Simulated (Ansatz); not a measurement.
**C₂H₁₀BNSi: basis-set convergence**

The task here is to estimate one member of a computed series from the others.

Program: Ansatz 0.2.0, Gaussian basis. Level of theory: one geometry, several basis sets. These are calculated values, not measurements.

Levels to be run: PBE0-D4/def2-SVP; ωB97M-V/def2-SVP; PBE0-D4/def2-QZVPP; ωB97M-V/def2-QZVPP; the functionals' def2-TZVPP values are taken from earlier runs.

## The relaxed structure

An earlier PBE0-D4 in a triple-zeta def2 set relaxation fixed the geometry.

SMILES `CB(C)[SiH2]N`, 15 atoms, charge 0, spin multiplicity 1.

Atoms are counted from 1 here; the program's logs count them from 0.

Bond lengths: C1–B2 1.562 Å, C1–H6 1.094 Å, C1–H7 1.103 Å, C1–H8 1.093 Å, B2–C3 1.564 Å, B2–Si4 2.030 Å, C3–H9 1.093 Å, C3–H10 1.102 Å, C3–H11 1.095 Å, Si4–N5 1.734 Å, Si4–H12 1.495 Å, Si4–H13 1.497 Å, N5–H14 1.008 Å, N5–H15 1.007 Å. Angles: B2–C1–H6 114.7°, B2–C1–H7 104.7°, B2–C1–H8 115.0°, H6–C1–H7 106.1°, H6–C1–H8 109.9°, H7–C1–H8 105.5°, C1–B2–C3 120.1°, C1–B2–Si4 121.4°, C3–B2–Si4 118.6°, B2–C3–H9 115.9°, B2–C3–H10 104.7°, B2–C3–H11 114.0°, H9–C3–H10 106.0°, H9–C3–H11 109.6°, H10–C3–H11 105.8°, B2–Si4–N5 119.4°, B2–Si4–H12 109.0°, B2–Si4–H13 107.1° and more.

Coordinates:

```xyz
15

C    -1.09531   -1.17441    0.65606
B     0.15850   -0.58475   -0.06525
C     1.28851   -1.53711   -0.57584
Si    0.35196    1.41017   -0.38588
N    -0.77859    2.50420    0.34291
H    -0.94568   -2.16515    1.09542
H    -1.84335   -1.30535   -0.14391
H    -1.56237   -0.50988    1.38712
H     1.90095   -1.15381   -1.39536
H     1.96880   -1.64968    0.28428
H     0.94336   -2.54735   -0.81756
H     1.70308    1.84914    0.07870
H     0.30064    1.62551   -1.86666
H    -1.75959    2.42540    0.12699
H    -0.65263    2.76228    1.30839
```

The first run:

File in.yaml:

```yaml
crystal:
  periodic: [false, false, false]
  atoms:
    - {symbol: C, position_ang: [-1.095313, -1.174415, 0.656061]}
    - {symbol: B, position_ang: [0.158499, -0.584747, -0.065254]}
    - {symbol: C, position_ang: [1.288512, -1.537114, -0.575836]}
    - {symbol: Si, position_ang: [0.351959, 1.410173, -0.385880]}
    - {symbol: N, position_ang: [-0.778586, 2.504202, 0.342905]}
    - {symbol: H, position_ang: [-0.945679, -2.165152, 1.095417]}
    - {symbol: H, position_ang: [-1.843345, -1.305351, -0.143914]}
    - {symbol: H, position_ang: [-1.562370, -0.509878, 1.387122]}
    - {symbol: H, position_ang: [1.900948, -1.153814, -1.395357]}
    - {symbol: H, position_ang: [1.968802, -1.649678, 0.284282]}
    - {symbol: H, position_ang: [0.943360, -2.547346, -0.817564]}
    - {symbol: H, position_ang: [1.703085, 1.849136, 0.078701]}
    - {symbol: H, position_ang: [0.300644, 1.625509, -1.866661]}
    - {symbol: H, position_ang: [-1.759589, 2.425396, 0.126990]}
    - {symbol: H, position_ang: [-0.652627, 2.762281, 1.308389]}
basis:
  gaussian: {orbitals: def2-SVP}
hamiltonian: {xc: pbe0, dispersion: d4}
output: {orbitals: {seedname: orbitals}}
```

Steps of the session up to this table: PBE0-D4 in def2-SVP; ωB97M-V in def2-SVP; PBE0-D4 in def2-QZVPP; ωB97M-V in def2-QZVPP.

One table of the session follows, with a row left open; its other results are not shown here.

It belongs to the step «Functionals by basis». 

| functional | basis | HOMO (eV) |
| --- | --- | --- |
| PBE0-D4 | def2-SVP | -6.33 |
| PBE0-D4 | def2-TZVPP | -6.52 |
| PBE0-D4 | def2-QZVPP | -6.56 |
| ωB97M-V | def2-SVP | ? |
| ωB97M-V | def2-TZVPP | -8.73 |
| ωB97M-V | def2-QZVPP | -8.76 |

Q: Estimate the row for ωB97M-V, def2-SVP from the others.

The run gave: HOMO (eV): -8.53. In the column «HOMO (eV)» it lies between ωB97M-V, def2-TZVPP (-8.73) and PBE0-D4, def2-QZVPP (-6.56).
